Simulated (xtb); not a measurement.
# C3H10AlS− (SMILES C[CH2][AlH2-][S]C): GFN2-xTB

Aim: a geometry optimisation of C3H10AlS−. 

The calculation is run with xtb 6.7.1.

2 further runs of the same task are left out: 2 set aside as unsound or not needed.

**1. The system as given**

C3H10AlS−: 15 atoms, total charge -1, spin state singlet. SMILES: `C[CH2][AlH2-][S]C`. The shape comes from GFN2-xTB, which is rough for such elements, and wasn't checked as a minimum. This is one conformer, not always the lowest. The run starts from this shape.

Bond lengths: C1–C2 1.533 Å, C2–Al3 2.058 Å, Al3–S4 2.290 Å, S4–C5 1.821 Å, C1–H6 1.090 Å, C1–H7 1.098 Å, C1–H8 1.090 Å, C2–H9 1.106 Å, C2–H10 1.107 Å, Al3–H11 1.583 Å, Al3–H12 1.606 Å, C5–H13 1.092 Å, C5–H14 1.088 Å, C5–H15 1.089 Å. Some angles: C1–C2–Al3 120.4°, C2–Al3–S4 110.7°, Al3–S4–C5 92.2°, C1–C2–H9 107.4°, C1–C2–H10 107.8°, Al3–C2–H9 105.5°, Al3–C2–H10 110.8°, C2–C1–H6 110.5°, C2–C1–H7 112.5°, C2–C1–H8 110.2°.

**2. A structure relaxation at GFN2-xTB**

struc.tmol

```
$coord
     -1.918185400063      0.613707456233      3.341451528086  c
      0.802188739904      0.207208469565      2.430150001746  c
      1.578828382602     -2.401067116688     -0.348937928912  al
     -1.240661892601     -2.041773488613     -3.612986274933  s
     -0.276674801906      1.196839143770     -4.266018931820  c
     -3.096694200424      1.315117101911      1.803497921559  h
     -2.036690125338      1.967129306690      4.909092732030  h
     -2.728329886951     -1.169816060188      3.977722314247  h
      1.934077996771     -0.382990793678      4.084057203280  h
      1.596157171165      2.077886154855      1.937177147615  h
      1.416085168750     -5.244575810935      0.567446960703  h
      4.228810224426     -1.634726481369     -1.614903254321  h
      1.467731383736      1.617133131149     -3.245661310828  h
      0.038342543069      1.392747051110     -6.288951850971  h
     -1.764985303139      2.487181936187     -3.673117360219  h
$end
```

Run with:

```bash
xtb struc.tmol --gfn 2 --opt vtight --chrg -1 > struc.out 2> xtb.err
```

What values should one expect? Wanted: total energy at the end; HOMO energy; LUMO energy; HOMO–LUMO gap; dispersion energy; mean polarisability.

Answer, from the run:

At GFN2-xTB:

| quantity | value |
| --- | --- |
| total energy at the end | -16.08794 Eh |
| HOMO energy | -5.07 eV |
| LUMO energy | -0.55 eV |
| HOMO–LUMO gap | 4.51 eV |
| dispersion energy | -31.86 kJ/mol |
| mean polarisability (D4 model) | 97.6 bohr³ |

**Reading.** At the final geometry: Bond lengths: C1–C2 1.534 Å, C2–Al3 2.059 Å, Al3–S4 2.291 Å, S4–C5 1.821 Å, C1–H6 1.090 Å, C1–H7 1.098 Å, C1–H8 1.090 Å, C2–H9 1.105 Å, C2–H10 1.107 Å, Al3–H11 1.584 Å, Al3–H12 1.607 Å, C5–H13 1.092 Å, C5–H14 1.088 Å, C5–H15 1.088 Å. Some angles: C1–C2–Al3 121.8°, C2–Al3–S4 110.8°, Al3–S4–C5 92.2°, C1–C2–H9 107.4°, C1–C2–H10 107.7°, Al3–C2–H9 105.7°, Al3–C2–H10 109.3°, C2–C1–H6 110.5°, C2–C1–H7 112.5°, C2–C1–H8 110.2°. The optimisation took 68 steps and changed the energy by -0.001 eV. Mulliken charges run from -0.52 on S4 to +0.32 on Al3.
